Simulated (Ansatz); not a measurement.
**Li+ with TeH2: interaction against distance**

How does the interaction of this pair fall off with distance, and which methods keep to CCSD(T) along the way?

Computed with Ansatz 0.2.0, Gaussian basis. Level: single points in def2-TZVPPD, with counterpoise.

Correlated methods freeze the cores. Filled d shells of the heavier atoms are correlated. Core potentials replace the inner electrons past krypton, and spin-orbit coupling is left out. The outer core shell of Li, Na, Mg and K is correlated. B3LYP uses VWN-RPA correlation.

40 further runs of the same task are left out: 40 set aside as unsound or not needed.

## Step 1: Where the work starts

The relaxed pair: 4 atoms, charge 1, spin multiplicity 1.

Atoms are counted from 1 here; the program's logs count them from 0.

Bond lengths: Li1–Te2 2.744 Å, Te2–H3 1.659 Å, Te2–H4 1.659 Å. Angles: Li1–Te2–H3 91.8°, Li1–Te2–H4 91.8°, H3–Te2–H4 90.7°.

As a file:

```xyz
4
charge 1, multiplicity 1
Li   -0.55361    0.59187   -2.00609
Te    0.45482    0.52069    0.54477
H     1.05901   -1.00742    0.31892
H    -0.96022   -0.10514    1.14240
```

Atoms 1 to 1 are fragment A, the rest fragment B. The contact Li1–Te2 is 2.74 Å. Interaction at this geometry, from earlier runs: PBE-D4 -25.31, r2SCAN-D4 -22.59, PBE0-D4 -24.94, B3LYP-D4 -24.82, wB97M-V -23.52, Hartree-Fock -22.32, MP2 -21.96, CCSD -22.11, CCSD(T) -22.10 kcal/mol. Each point needs the pair (ab) and both fragments with ghost atoms (a, b).

## Step 2: B moved by -0.27 Å, wB97M-V/def2-TZVPPD

File ab/in.yaml:

```yaml
crystal:
  periodic: [false, false, false]
  atoms:
    - {symbol: Li, position_ang: [-0.553613, 0.591874, -2.006086]}
    - {symbol: Te, position_ang: [0.384614, 0.595750, 0.290355]}
    - {symbol: H, position_ang: [0.988798, -0.932361, 0.064504]}
    - {symbol: H, position_ang: [-1.030426, -0.030080, 0.887992]}
basis:
  gaussian: {orbitals: "def2-TZVPPD.json"}
total_charge: 1
hamiltonian: {xc: {name: wB97M-V}}
```

File a/in.yaml:

```yaml
crystal:
  periodic: [false, false, false]
  atoms:
    - {symbol: Li, position_ang: [-0.553613, 0.591874, -2.006086]}
basis:
  gaussian:
    orbitals: "def2-TZVPPD.json"
    ghost_atoms:
      - {symbol: Te, position_ang: [0.384614, 0.595750, 0.290355]}
      - {symbol: H, position_ang: [0.988798, -0.932361, 0.064504]}
      - {symbol: H, position_ang: [-1.030426, -0.030080, 0.887992]}
total_charge: 1
hamiltonian: {xc: {name: wB97M-V}}
```

File b/in.yaml:

```yaml
crystal:
  periodic: [false, false, false]
  atoms:
    - {symbol: Te, position_ang: [0.384614, 0.595750, 0.290355]}
    - {symbol: H, position_ang: [0.988798, -0.932361, 0.064504]}
    - {symbol: H, position_ang: [-1.030426, -0.030080, 0.887992]}
basis:
  gaussian:
    orbitals: "def2-TZVPPD.json"
    ghost_atoms:
      - {symbol: Li, position_ang: [-0.553613, 0.591874, -2.006086]}
hamiltonian: {xc: {name: wB97M-V}}
```

The basis file named in the input lies beside it (Basis Set Exchange, JSON).

The same command starts each run, in its folder.

The run is started by

```bash
ansatz run in.yaml --threads 2 --pin off --events-out ev --progress --plain --max-ram 5222MiB
```

Output in ab, cut to the lines that bear on the results:

```text
Functional definition: wB97M-V
  name "wB97M-V"
  cite "Mardirossian & Head-Gordon, J. Chem. Phys. 144, 214110 (2016) doi:10.1063/1.4952647"
  cite "Becke, J. Chem. Phys. 107, 8554 (1997) doi:10.1063/1.475007"
  cite "Vydrov & Van Voorhis, J. Chem. Phys. 133, 244103 (2010) doi:10.1063/1.3521275"
  # Of w^i u^j: cxij and so on, Table III.
[...]
  gx(w, u) = 1 - cx + cx01*u + cx10*w
  gss(w, u) = css00 + css04*u^4 + css10*w + css20*w^2 + css43*w^4*u^3
  gos(w, u) = cos00 + cos10*w + (cos20 + cos21*u)*w^2 + (cos60 + cos61*u)*w^6
[...]
      + integral(e_c_pw_mod_opposite_spin*gos(b97_w_opposite, b97_u_opposite)) + vv10(b, c)
748 factors; their error is unknown
242 factors; integrals over basis functions are off by at most 3.7e-5 eV
[...]
mean field -7523.45534923 eV, -276.4818845031 hartree, gradient 1.5e-5 eV, S^2 0.000000; 0 other end points of the search recorded, 0 dependent functions left out
reference -7523.45539526 eV, -276.4818861945 hartree; 14, 14 occupied and 101, 101 virtual orbitals, 748 factors
Total energy: -7523.45539526 eV, -276.4818861945 hartree
```

a printed, cut to the lines that bear on the results:

```text
[... 5 set-up lines as earlier in the session ...]
  # Of w^i u^j: cxij and so on, Table III.
[...]
  gx(w, u) = 1 - cx + cx01*u + cx10*w
[...]
      + integral(e_c_pw_mod_opposite_spin*gos(b97_w_opposite, b97_u_opposite)) + vv10(b, c)
590 factors; their error is unknown
206 factors; integrals over basis functions are off by at most 4.7e-5 eV
[...]
mean field -197.98670543 eV, -7.2758772244 hartree, gradient 1.2e-6 eV, S^2 0.000000; 0 other end points of the search recorded, 0 dependent functions left out
reference -197.98671240 eV, -7.2758774804 hartree; 1, 1 occupied and 114, 114 virtual orbitals, 590 factors
Total energy: -197.98671240 eV, -7.2758774804 hartree
```

Output in b, cut to the lines that bear on the results:

```text
[... 5 set-up lines as earlier in the session ...]
  # Of w^i u^j: cxij and so on, Table III.
[...]
  gx(w, u) = 1 - cx + cx01*u + cx10*w
[...]
      + integral(e_c_pw_mod_opposite_spin*gos(b97_w_opposite, b97_u_opposite)) + vv10(b, c)
698 factors; their error is unknown
214 factors; integrals over basis functions are off by at most 1.1e-4 eV
[...]
mean field -7324.57243673 eV, -269.1730722763 hartree, gradient 3.1e-5 eV, S^2 0.000000; 0 other end points of the search recorded, 0 dependent functions left out
reference -7324.57250205 eV, -269.1730746769 hartree; 13, 13 occupied and 102, 102 virtual orbitals, 698 factors
Total energy: -7324.57250205 eV, -269.1730746769 hartree
```

They took 2.6 s (ab), 1.5 s (a), 2.8 s (b) on 2 threads of Intel Xeon Platinum 8488C, shared host.

Interaction: -20.67 kcal/mol.

## Step 3: B moved by -0.27 Å, CCSD(T)/def2-TZVPPD

Each input of step 2 (ab, a, b) changes in the same lines:

```diff
-hamiltonian: {xc: {name: wB97M-V}}
+correlation: {method: ccsd_t}
```

Each run has its own folder and the same command.

The run is started by

```bash
ansatz run in.yaml --threads 2 --pin off --events-out ev --progress --plain --max-ram 5222MiB
```

Log of ab, cut to the lines that bear on the results:

```text
Functional definition: HF
  name "HF"
  cite "Fock, Z. Phys. 61, 126 (1930) doi:10.1007/BF01340294"
  parent pbe
[...]
890 factors; integrals over basis functions are off by at most 7.3e-4 eV
[...]
mean field -7494.54816216 eV, -275.4195649722 hartree, gradient 2.2e-6 eV, S^2 0.000000; 0 other end points of the search recorded, 0 dependent functions left out
4 core orbitals not correlated: weight in the atoms' cores, before any rotation towards them, 1.000 or more for the frozen orbitals, at most 0.000 for the correlated occupied ones
reference -7494.54816216 eV, -275.4195649722 hartree; 10, 10 occupied and 101, 101 virtual orbitals, 890 factors
second order -13.90188022 eV of doubles, -0.00000000 eV of singles
cycle   1  -13.36736163 eV  change    5.3e-1 eV  update   7.2e-2
[...]
cycle   9  -13.72042339 eV  change   -2.4e-5 eV  update   8.4e-6
perturbative correction -0.27944040 eV, -0.0102692452 hartree
Total energy: -7508.54802595 eV, -275.9340504769 hartree
```

Output in a, cut to the lines that bear on the results:

```text
[... 4 set-up lines as earlier in the session ...]
[...]
720 factors; integrals over basis functions are off by at most 6.5e-4 eV
[...]
mean field -196.91183753 eV, -7.2363765576 hartree, gradient 7.2e-7 eV, S^2 0.000000; 0 other end points of the search recorded, 0 dependent functions left out
reference -196.91183753 eV, -7.2363765576 hartree; 1, 1 occupied and 114, 114 virtual orbitals, 720 factors
second order -0.81678763 eV of doubles, -0.00000000 eV of singles
cycle   1  -0.91738565 eV  change   -1.0e-1 eV  update   6.4e-3
[...]
cycle   5  -0.93337615 eV  change   -5.8e-7 eV  update   7.5e-7
perturbative correction 0.00000000 eV, 0.0000000000 hartree
Total energy: -197.84521368 eV, -7.2706774985 hartree
```

Output in b, cut to the lines that bear on the results:

```text
[... 4 set-up lines as earlier in the session ...]
[...]
823 factors; integrals over basis functions are off by at most 7.4e-4 eV
[...]
mean field -7296.83624227 eV, -268.1537859300 hartree, gradient 5.5e-6 eV, S^2 0.000000; 0 other end points of the search recorded, 0 dependent functions left out
4 core orbitals not correlated: weight in the atoms' cores, before any rotation towards them, 1.000 or more for the frozen orbitals, at most 0.000 for the correlated occupied ones
reference -7296.83624227 eV, -268.1537859300 hartree; 9, 9 occupied and 102, 102 virtual orbitals, 823 factors
second order -13.07773388 eV of doubles, -0.00000000 eV of singles
cycle   1  -12.44179254 eV  change    6.4e-1 eV  update   7.2e-2
[...]
cycle   9  -12.77888264 eV  change   -1.6e-5 eV  update   6.0e-6
perturbative correction -0.28055222 eV, -0.0103101039 hartree
Total energy: -7309.89567712 eV, -268.6337113090 hartree
```

Wall times: 5.5 s (ab), 1.1 s (a), 4.3 s (b) on 2 threads of Intel Xeon Platinum 8488C, shared host; peak memory 0.56 GiB.

ab − a − b = -18.61 kcal/mol.

## Step 4: B moved by -0.14 Å, wB97M-V/def2-TZVPPD

File ab/in.yaml:

```yaml
crystal:
  periodic: [false, false, false]
  atoms:
    - {symbol: Li, position_ang: [-0.553613, 0.591874, -2.006086]}
    - {symbol: Te, position_ang: [0.419719, 0.558220, 0.417561]}
    - {symbol: H, position_ang: [1.023902, -0.969892, 0.191710]}
    - {symbol: H, position_ang: [-0.995321, -0.067611, 1.015198]}
basis:
  gaussian: {orbitals: "def2-TZVPPD.json"}
total_charge: 1
hamiltonian: {xc: {name: wB97M-V}}
```

File a/in.yaml:

```yaml
crystal:
  periodic: [false, false, false]
  atoms:
    - {symbol: Li, position_ang: [-0.553613, 0.591874, -2.006086]}
basis:
  gaussian:
    orbitals: "def2-TZVPPD.json"
    ghost_atoms:
      - {symbol: Te, position_ang: [0.419719, 0.558220, 0.417561]}
      - {symbol: H, position_ang: [1.023902, -0.969892, 0.191710]}
      - {symbol: H, position_ang: [-0.995321, -0.067611, 1.015198]}
total_charge: 1
hamiltonian: {xc: {name: wB97M-V}}
```

File b/in.yaml:

```yaml
crystal:
  periodic: [false, false, false]
  atoms:
    - {symbol: Te, position_ang: [0.419719, 0.558220, 0.417561]}
    - {symbol: H, position_ang: [1.023902, -0.969892, 0.191710]}
    - {symbol: H, position_ang: [-0.995321, -0.067611, 1.015198]}
basis:
  gaussian:
    orbitals: "def2-TZVPPD.json"
    ghost_atoms:
      - {symbol: Li, position_ang: [-0.553613, 0.591874, -2.006086]}
hamiltonian: {xc: {name: wB97M-V}}
```

The same command starts each run, in its folder.

The run is started by

```bash
ansatz run in.yaml --threads 2 --pin off --events-out ev --progress --plain --max-ram 5222MiB
```

ab printed, cut to the lines that bear on the results:

```text
[... 5 set-up lines as earlier in the session ...]
  # Of w^i u^j: cxij and so on, Table III.
[...]
  gx(w, u) = 1 - cx + cx01*u + cx10*w
[...]
      + integral(e_c_pw_mod_opposite_spin*gos(b97_w_opposite, b97_u_opposite)) + vv10(b, c)
748 factors; their error is unknown
242 factors; integrals over basis functions are off by at most 4.0e-5 eV
[...]
mean field -7523.54995641 eV, -276.4853612527 hartree, gradient 1.5e-5 eV, S^2 0.000000; 0 other end points of the search recorded, 0 dependent functions left out
reference -7523.55000546 eV, -276.4853630552 hartree; 14, 14 occupied and 101, 101 virtual orbitals, 748 factors
Total energy: -7523.55000546 eV, -276.4853630552 hartree
```

Output in a, cut to the lines that bear on the results:

```text
[... 5 set-up lines as earlier in the session ...]
  # Of w^i u^j: cxij and so on, Table III.
[...]
  gx(w, u) = 1 - cx + cx01*u + cx10*w
[...]
      + integral(e_c_pw_mod_opposite_spin*gos(b97_w_opposite, b97_u_opposite)) + vv10(b, c)
590 factors; their error is unknown
206 factors; integrals over basis functions are off by at most 5.1e-5 eV
[...]
mean field -197.98662733 eV, -7.2758743542 hartree, gradient 1.3e-6 eV, S^2 0.000000; 0 other end points of the search recorded, 0 dependent functions left out
reference -197.98663443 eV, -7.2758746150 hartree; 1, 1 occupied and 114, 114 virtual orbitals, 590 factors
Total energy: -197.98663443 eV, -7.2758746150 hartree
```

b printed, cut to the lines that bear on the results:

```text
[... 5 set-up lines as earlier in the session ...]
  # Of w^i u^j: cxij and so on, Table III.
[...]
  gx(w, u) = 1 - cx + cx01*u + cx10*w
[...]
      + integral(e_c_pw_mod_opposite_spin*gos(b97_w_opposite, b97_u_opposite)) + vv10(b, c)
698 factors; their error is unknown
214 factors; integrals over basis functions are off by at most 1.3e-4 eV
[...]
mean field -7324.57230258 eV, -269.1730673465 hartree, gradient 3.1e-5 eV, S^2 0.000000; 0 other end points of the search recorded, 0 dependent functions left out
reference -7324.57236768 eV, -269.1730697387 hartree; 13, 13 occupied and 102, 102 virtual orbitals, 698 factors
Total energy: -7324.57236768 eV, -269.1730697387 hartree
```

Times: 2.9 s (ab), 1.4 s (a), 2.6 s (b) on 2 threads of Intel Xeon Platinum 8488C, shared host.

ab − a − b = -22.85 kcal/mol.

## Step 5: B moved by -0.14 Å, CCSD(T)/def2-TZVPPD

Each input of step 4 (ab, a, b) changes in the same lines:

```diff
-hamiltonian: {xc: {name: wB97M-V}}
+correlation: {method: ccsd_t}
```

One command serves all of them, each in its own folder.

The run is started by

```bash
ansatz run in.yaml --threads 2 --pin off --events-out ev --progress --plain --max-ram 5222MiB
```

Output in ab, cut to the lines that bear on the results:

```text
[... 4 set-up lines as earlier in the session ...]
[...]
890 factors; integrals over basis functions are off by at most 7.3e-4 eV
[...]
mean field -7494.66879078 eV, -275.4239979922 hartree, gradient 1.8e-6 eV, S^2 0.000000; 0 other end points of the search recorded, 0 dependent functions left out
4 core orbitals not correlated: weight in the atoms' cores, before any rotation towards them, 1.000 or more for the frozen orbitals, at most 0.000 for the correlated occupied ones
reference -7494.66879078 eV, -275.4239979922 hartree; 10, 10 occupied and 101, 101 virtual orbitals, 890 factors
second order -13.88375088 eV of doubles, -0.00000000 eV of singles
cycle   1  -13.35308535 eV  change    5.3e-1 eV  update   7.2e-2
[...]
cycle  10  -13.70634721 eV  change    6.7e-6 eV  update   3.0e-6
perturbative correction -0.27925254 eV, -0.0102623414 hartree
Total energy: -7508.65439053 eV, -275.9379593031 hartree
```

a printed, cut to the lines that bear on the results:

```text
[... 4 set-up lines as earlier in the session ...]
[...]
720 factors; integrals over basis functions are off by at most 6.2e-4 eV
[...]
mean field -196.91183207 eV, -7.2363763571 hartree, gradient 7.0e-7 eV, S^2 0.000000; 0 other end points of the search recorded, 0 dependent functions left out
reference -196.91183207 eV, -7.2363763571 hartree; 1, 1 occupied and 114, 114 virtual orbitals, 720 factors
second order -0.81645618 eV of doubles, -0.00000000 eV of singles
cycle   1  -0.91699564 eV  change   -1.0e-1 eV  update   6.4e-3
[...]
cycle   5  -0.93296973 eV  change   -5.7e-7 eV  update   7.4e-7
perturbative correction 0.00000000 eV, 0.0000000000 hartree
Total energy: -197.84480181 eV, -7.2706623624 hartree
```

b printed, cut to the lines that bear on the results:

```text
[... 4 set-up lines as earlier in the session ...]
[...]
823 factors; integrals over basis functions are off by at most 7.4e-4 eV
[...]
mean field -7296.83617415 eV, -268.1537834267 hartree, gradient 5.8e-6 eV, S^2 0.000000; 0 other end points of the search recorded, 0 dependent functions left out
4 core orbitals not correlated: weight in the atoms' cores, before any rotation towards them, 1.000 or more for the frozen orbitals, at most 0.000 for the correlated occupied ones
reference -7296.83617415 eV, -268.1537834267 hartree; 9, 9 occupied and 102, 102 virtual orbitals, 823 factors
second order -13.07391749 eV of doubles, -0.00000000 eV of singles
cycle   1  -12.43855864 eV  change    6.4e-1 eV  update   7.2e-2
[...]
cycle   9  -12.77560493 eV  change   -1.7e-5 eV  update   6.0e-6
perturbative correction -0.28018836 eV, -0.0102967324 hartree
Total energy: -7309.89196744 eV, -268.6335749805 hartree
```

Wall times: 6 s (ab), 1 s (a), 4.1 s (b) on 2 threads of Intel Xeon Platinum 8488C, shared host; peak memory 0.56 GiB.

Interaction: -21.16 kcal/mol.

## Step 6: B moved by +0.14 Å, wB97M-V/def2-TZVPPD

File ab/in.yaml:

```yaml
crystal:
  periodic: [false, false, false]
  atoms:
    - {symbol: Li, position_ang: [-0.553613, 0.591874, -2.006086]}
    - {symbol: Te, position_ang: [0.489928, 0.483158, 0.671972]}
    - {symbol: H, position_ang: [1.094112, -1.044953, 0.446121]}
    - {symbol: H, position_ang: [-0.925112, -0.142672, 1.269609]}
basis:
  gaussian: {orbitals: "def2-TZVPPD.json"}
total_charge: 1
hamiltonian: {xc: {name: wB97M-V}}
```

File a/in.yaml:

```yaml
crystal:
  periodic: [false, false, false]
  atoms:
    - {symbol: Li, position_ang: [-0.553613, 0.591874, -2.006086]}
basis:
  gaussian:
    orbitals: "def2-TZVPPD.json"
    ghost_atoms:
      - {symbol: Te, position_ang: [0.489928, 0.483158, 0.671972]}
      - {symbol: H, position_ang: [1.094112, -1.044953, 0.446121]}
      - {symbol: H, position_ang: [-0.925112, -0.142672, 1.269609]}
total_charge: 1
hamiltonian: {xc: {name: wB97M-V}}
```

File b/in.yaml:

```yaml
crystal:
  periodic: [false, false, false]
  atoms:
    - {symbol: Te, position_ang: [0.489928, 0.483158, 0.671972]}
    - {symbol: H, position_ang: [1.094112, -1.044953, 0.446121]}
    - {symbol: H, position_ang: [-0.925112, -0.142672, 1.269609]}
basis:
  gaussian:
    orbitals: "def2-TZVPPD.json"
    ghost_atoms:
      - {symbol: Li, position_ang: [-0.553613, 0.591874, -2.006086]}
hamiltonian: {xc: {name: wB97M-V}}
```

Each run has its own folder and the same command.

The run is started by

```bash
ansatz run in.yaml --threads 2 --pin off --events-out ev --progress --plain --max-ram 5222MiB
```

Log of ab, cut to the lines that bear on the results:

```text
[... 5 set-up lines as earlier in the session ...]
  # Of w^i u^j: cxij and so on, Table III.
[...]
  gx(w, u) = 1 - cx + cx01*u + cx10*w
[...]
      + integral(e_c_pw_mod_opposite_spin*gos(b97_w_opposite, b97_u_opposite)) + vv10(b, c)
748 factors; their error is unknown
242 factors; integrals over basis functions are off by at most 4.2e-5 eV
[...]
mean field -7523.56490858 eV, -276.4859107348 hartree, gradient 1.6e-5 eV, S^2 0.000000; 0 other end points of the search recorded, 0 dependent functions left out
reference -7523.56496318 eV, -276.4859127413 hartree; 14, 14 occupied and 101, 101 virtual orbitals, 748 factors
Total energy: -7523.56496318 eV, -276.4859127413 hartree
```

Output in a, cut to the lines that bear on the results:

```text
[... 5 set-up lines as earlier in the session ...]
  # Of w^i u^j: cxij and so on, Table III.
[...]
  gx(w, u) = 1 - cx + cx01*u + cx10*w
[...]
      + integral(e_c_pw_mod_opposite_spin*gos(b97_w_opposite, b97_u_opposite)) + vv10(b, c)
590 factors; their error is unknown
206 factors; integrals over basis functions are off by at most 5.7e-5 eV
[...]
mean field -197.98655843 eV, -7.2758718224 hartree, gradient 1.0e-6 eV, S^2 0.000000; 0 other end points of the search recorded, 0 dependent functions left out
reference -197.98656569 eV, -7.2758720891 hartree; 1, 1 occupied and 114, 114 virtual orbitals, 590 factors
Total energy: -197.98656569 eV, -7.2758720891 hartree
```

Output in b, cut to the lines that bear on the results:

```text
[... 5 set-up lines as earlier in the session ...]
  # Of w^i u^j: cxij and so on, Table III.
[...]
  gx(w, u) = 1 - cx + cx01*u + cx10*w
[...]
      + integral(e_c_pw_mod_opposite_spin*gos(b97_w_opposite, b97_u_opposite)) + vv10(b, c)
698 factors; their error is unknown
214 factors; integrals over basis functions are off by at most 1.6e-4 eV
[...]
mean field -7324.57199589 eV, -269.1730560759 hartree, gradient 3.2e-5 eV, S^2 0.000000; 0 other end points of the search recorded, 0 dependent functions left out
reference -7324.57206089 eV, -269.1730584645 hartree; 13, 13 occupied and 102, 102 virtual orbitals, 698 factors
Total energy: -7324.57206089 eV, -269.1730584645 hartree
```

Wall times: 2.8 s (ab), 1.4 s (a), 2.6 s (b) on 2 threads of Intel Xeon Platinum 8488C, shared host.

ab − a − b = -23.21 kcal/mol.

[end of part 1 of 3]
